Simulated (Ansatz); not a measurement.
**CH5ClGeSe: small, medium and large basis sets**

How large a basis does CH5ClGeSe need? Two functionals are run in growing sets.

Method: one geometry, several basis sets; program: Ansatz 0.2.0, Gaussian basis.

The runs, in order: PBE0-D4/def2-SVP; ωB97M-V/def2-SVP; PBE0-D4/def2-QZVPP; ωB97M-V/def2-QZVPP; the functionals' def2-TZVPP values are taken from earlier runs.

## 1. The geometry

All runs share one geometry, relaxed beforehand with PBE0-D4 in a triple-zeta def2 set.

SMILES `[CH3][GeH]([Cl])[SeH]`, 9 atoms, charge 0, spin multiplicity 1.

Atoms are counted from 1 here; the program's logs count them from 0.

Bond lengths: C1–Ge2 1.939 Å, C1–H5 1.090 Å, C1–H6 1.090 Å, C1–H7 1.091 Å, Ge2–Cl3 2.166 Å, Ge2–Se4 2.346 Å, Ge2–H8 1.535 Å, Se4–H9 1.469 Å. Angles: Ge2–C1–H5 109.7°, Ge2–C1–H6 109.5°, Ge2–C1–H7 109.4°, H5–C1–H6 109.4°, H5–C1–H7 109.8°, H6–C1–H7 109.1°, C1–Ge2–Cl3 106.5°, C1–Ge2–Se4 112.3°, C1–Ge2–H8 115.1°, Cl3–Ge2–Se4 110.3°, Cl3–Ge2–H8 106.4°, Se4–Ge2–H8 106.0°, Ge2–Se4–H9 92.2°.

## 2. PBE0-D4 in def2-SVP

Input file in.yaml:

```yaml
crystal:
  periodic: [false, false, false]
  atoms:
    - {symbol: C, position_ang: [0.007973, 0.627789, -1.078859]}
    - {symbol: Ge, position_ang: [0.311673, -0.744615, 0.256596]}
    - {symbol: Cl, position_ang: [2.229260, -0.308263, 1.163246]}
    - {symbol: Se, position_ang: [-1.371017, -0.785505, 1.890180]}
    - {symbol: H, position_ang: [-0.939474, 0.443736, -1.586265]}
    - {symbol: H, position_ang: [-0.024017, 1.604098, -0.595313]}
    - {symbol: H, position_ang: [0.823146, 0.615261, -1.803172]}
    - {symbol: H, position_ang: [0.405788, -2.175770, -0.289909]}
    - {symbol: H, position_ang: [-1.354734, 0.677070, 2.026295]}
basis:
  gaussian: {orbitals: def2-SVP}
hamiltonian: {xc: pbe0, dispersion: d4}
output: {orbitals: {seedname: orbitals}}
```

Started as:

```
> ansatz run in.yaml --threads 4 --pin off --events-out ev --progress --plain --max-ram 10444MiB
```

After this run come: ωB97M-V in def2-SVP; PBE0-D4 in def2-QZVPP; ωB97M-V in def2-QZVPP.

**Question.** What will the summary of the whole plan be? Wanted: PBE0-D4: double and triple zeta above quadruple; ωB97M-V: double and triple zeta above quadruple.

The runs gave:

| quantity | value |
| --- | --- |
| PBE0-D4: double and triple zeta above quadruple | 23.76, 3.03 eV |
| ωB97M-V: double and triple zeta above quadruple | 23.67, 2.94 eV |

What this shows: PBE0-D4 gains 20.74 eV from double to triple zeta, then 3.03 eV more. These are total energies; as a rule much of such shifts cancels in differences, which this series doesn't test. The LUMO of ωB97M-V is positive and keeps falling with the basis (1.85 to 1.22 eV): an unbound level that the basis holds in place.
